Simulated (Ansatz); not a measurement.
# BaTiO3: properties at the relaxed cell

Aim: for BaTiO3, measure the bulk modulus from energies at several volumes.

The COD entry's cell or inner coordinates are ideal or old and differ from later refinements, so a difference from it is no clean test against experiment.

Computed with Ansatz 0.2.0 (DFT r2SCAN, scalar-relativistic, plane waves, PAW, unless a step's input says otherwise).

1 further run of the same task is left out (set aside as unsound or not needed). Runs told in other sessions of the task aren't counted.

### 1 The starting structure

The structure is tetragonal, space group P4mm (No. 99). The conventional cell has a = 3.972 Å, b = 3.972 Å, c = 4.113 Å, α = 90.00°, β = 90.00°, γ = 90.00°. Ba (site symmetry 4mm) has 12 O at 2.79 to 2.92 Å in its first shell of neighbours. Around Ti (site symmetry 4mm) lie 5 O at 1.82 to 1.99 Å. O (site symmetry 4mm) is surrounded by 1 Ti at 1.82 Å. Around O (site symmetry 2mm) lie 2 Ti at 1.99 Å and 4 Ba at 2.79 to 2.92 Å.

Structure file:

```cif
data_structure
_symmetry_space_group_name_H-M 'P 1'
_symmetry_Int_Tables_number 1
_cell_length_a 3.9722
_cell_length_b 3.9722
_cell_length_c 4.1128
_cell_angle_alpha 90.000
_cell_angle_beta 90.000
_cell_angle_gamma 90.000
_cell_volume 64.89
loop_
_atom_site_label
_atom_site_type_symbol
_atom_site_fract_x
_atom_site_fract_y
_atom_site_fract_z
_atom_site_occupancy
Ba1 Ba 0.00000 0.00000 0.99559 1
Ti1 Ti 0.50000 0.50000 0.47749 1
O1 O 0.50000 0.50000 0.03460 1
O2 O 0.50000 0.00000 0.51766 1
O3 O 0.00000 0.50000 0.51766 1
```

This cell was relaxed beforehand with the same method: volume 12.98 Å³/atom, gap on the mesh 2.23 eV.

### 2 Point at V/V0 = 0.97

The input, input.yaml:

```yaml
crystal:
  lattice:
    - [3.9321163334, 0.0, 0.0]
    - [0.0, 3.9321163334, 0.0]
    - [0.0, 0.0, 4.0712111819]
  atoms:
    - { symbol: Ba, position: [0.0, 0.0, -0.0044104983] }
    - { symbol: Ti, position: [0.5, 0.5, 0.4774906555] }
    - { symbol: O, position: [0.5, 0.5, 0.0346021837] }
    - { symbol: O, position: [0.5, 0.0, 0.5176588295] }
    - { symbol: O, position: [0.0, 0.5, 0.5176588295] }
basis:
  ecutwfc: 500
kpoints:
  mp_grid: { grid: [8, 8, 8] }
hamiltonian:
  xc: r2scan
scf:
  occupations: { method: gaussian, width: 0.02 }
output:
  forces: true
  stress: true
  eigenvalues: true
relax:
  adjacent_minimum: "off"
  f_tol: 0.01
  max_steps: 30
  cell: { stress_tol: 0.1, fix: [volume] }
```

The run is started by

```bash
> ansatz run input.yaml --threads 2 --pin off --max-ram 5120MiB --backend cpu --events-out ev --progress --plain --runs-dir out
```

### 3 Point at V/V0 = 1.03

Changes to input.yaml since step 2:

```diff
@@ -2,5 +2,5 @@
   lattice:
-    - [3.9321163334, 0.0, 0.0]
-    - [0.0, 3.9321163334, 0.0]
-    - [0.0, 0.0, 4.0712111819]
+    - [4.0115744348, 0.0, 0.0]
+    - [0.0, 4.0115744348, 0.0]
+    - [0.0, 0.0, 4.1534800376]
   atoms:
@@ -23,2 +23,6 @@
   eigenvalues: true
+  write_density: true
+  write_potential: true
+  elf: true
+  volumetric_format: npy
 relax:
```

### 4 The cell scaled to 0.94 of its volume

The input, input.yaml:

```yaml
crystal:
  lattice:
    - [3.9141536577, 0.0, 0.0]
    - [0.0, 3.9141536577, 0.0]
    - [0.0, 0.0, 3.9815917223]
  atoms:
    - { symbol: Ba, position: [0.0, 0.0, 0.0003528943] }
    - { symbol: Ti, position: [0.5, 0.5, 0.485018219] }
    - { symbol: O, position: [0.5, 0.5, 0.0261017469] }
    - { symbol: O, position: [0.5, 0.0, 0.5157635699] }
    - { symbol: O, position: [0.0, 0.5, 0.5157635699] }
basis:
  ecutwfc: 500
kpoints:
  mp_grid: { grid: [8, 8, 8] }
hamiltonian:
  xc: r2scan
scf:
  occupations: { method: gaussian, width: 0.02 }
output:
  forces: true
  stress: true
  eigenvalues: true
relax:
  adjacent_minimum: "off"
  f_tol: 0.01
  max_steps: 30
  cell: { stress_tol: 0.1, fix: [volume] }
```

### 5 Point at V/V0 = 1.06

The input, input.yaml:

```yaml
crystal:
  lattice:
    - [4.0189314963, 0.0, 0.0]
    - [0.0, 4.0189314963, 0.0]
    - [0.0, 0.0, 4.2588198615]
  atoms:
    - { symbol: Ba, position: [0.0, 0.0, -0.0106728267] }
    - { symbol: Ti, position: [0.5, 0.5, 0.470862786] }
    - { symbol: O, position: [0.5, 0.5, 0.0436905282] }
    - { symbol: O, position: [0.5, 0.0, 0.5195597562] }
    - { symbol: O, position: [0.0, 0.5, 0.5195597562] }
basis:
  ecutwfc: 500
kpoints:
  mp_grid: { grid: [8, 8, 8] }
hamiltonian:
  xc: r2scan
scf:
  occupations: { method: gaussian, width: 0.02 }
output:
  forces: true
  stress: true
  eigenvalues: true
relax:
  adjacent_minimum: "off"
  f_tol: 0.01
  max_steps: 30
  cell: { stress_tol: 0.1, fix: [volume] }
```

### 6 The cell scaled to 0.91 of its volume

The input, input.yaml:

```yaml
crystal:
  lattice:
    - [3.8872348099, 0.0, 0.0]
    - [0.0, 3.8872348099, 0.0]
    - [0.0, 0.0, 3.9080890835]
  atoms:
    - { symbol: Ba, position: [0.0, 0.0, 0.0044335234] }
    - { symbol: Ti, position: [0.5, 0.5, 0.4946305498] }
    - { symbol: O, position: [0.5, 0.5, 0.0176437675] }
    - { symbol: O, position: [0.5, 0.0, 0.5131460797] }
    - { symbol: O, position: [0.0, 0.5, 0.5131460797] }
basis:
  ecutwfc: 500
kpoints:
  mp_grid: { grid: [8, 8, 8] }
hamiltonian:
  xc: r2scan
scf:
  occupations: { method: gaussian, width: 0.02 }
output:
  forces: true
  stress: true
  eigenvalues: true
relax:
  adjacent_minimum: "off"
  f_tol: 0.01
  max_steps: 30
  cell: { stress_tol: 0.1, fix: [volume] }
```

### 7 Volume × 1.10

The input, input.yaml:

```yaml
crystal:
  lattice:
    - [4.0279890696, 0.0, 0.0]
    - [0.0, 4.0279890696, 0.0]
    - [0.0, 0.0, 4.3996763614]
  atoms:
    - { symbol: Ba, position: [0.0, 0.0, -0.0198043248] }
    - { symbol: Ti, position: [0.5, 0.5, 0.4647966984] }
    - { symbol: O, position: [0.5, 0.5, 0.0535029552] }
    - { symbol: O, position: [0.5, 0.0, 0.5222523355] }
    - { symbol: O, position: [0.0, 0.5, 0.5222523355] }
basis:
  ecutwfc: 500
kpoints:
  mp_grid: { grid: [8, 8, 8] }
hamiltonian:
  xc: r2scan
scf:
  occupations: { method: gaussian, width: 0.02 }
output:
  forces: true
  stress: true
  eigenvalues: true
relax:
  adjacent_minimum: "off"
  f_tol: 0.01
  max_steps: 30
  cell: { stress_tol: 0.1, fix: [volume] }
```

### 8 Volume × 0.88

The input, input.yaml:

```yaml
crystal:
  lattice:
    - [3.8504307719, 0.0, 0.0]
    - [0.0, 3.8504307719, 0.0]
    - [0.0, 0.0, 3.8518436102]
  atoms:
    - { symbol: Ba, position: [0.0, 0.0, 0.0083187801] }
    - { symbol: Ti, position: [0.5, 0.5, 0.5077249108] }
    - { symbol: O, position: [0.5, 0.5, 0.0090515774] }
    - { symbol: O, position: [0.5, 0.0, 0.5089523659] }
    - { symbol: O, position: [0.0, 0.5, 0.5089523659] }
basis:
  ecutwfc: 500
kpoints:
  mp_grid: { grid: [8, 8, 8] }
hamiltonian:
  xc: r2scan
scf:
  occupations: { method: gaussian, width: 0.02 }
output:
  forces: true
  stress: true
  eigenvalues: true
relax:
  adjacent_minimum: "off"
  f_tol: 0.01
  max_steps: 30
  cell: { stress_tol: 0.1, fix: [volume] }
```

(Steps that only read results are left out.)

What does the calculation give? Wanted: equilibrium volume of the fit; bulk modulus.

The runs gave:

| quantity | value |
| --- | --- |
| equilibrium volume of the fit | 12.98 Å³/atom |
| bulk modulus | 110 GPa |
| its pressure derivative | 9.9 |

In words: The fit puts the minimum at 12.98 Å³/atom with B = 110 GPa and B' = 9.9. B' = 9.9 lies outside the usual range of about 3 to 6, so take the fit with care. The gap on the mesh goes from 2.40 eV at the smallest volume to 2.21 eV at the largest.
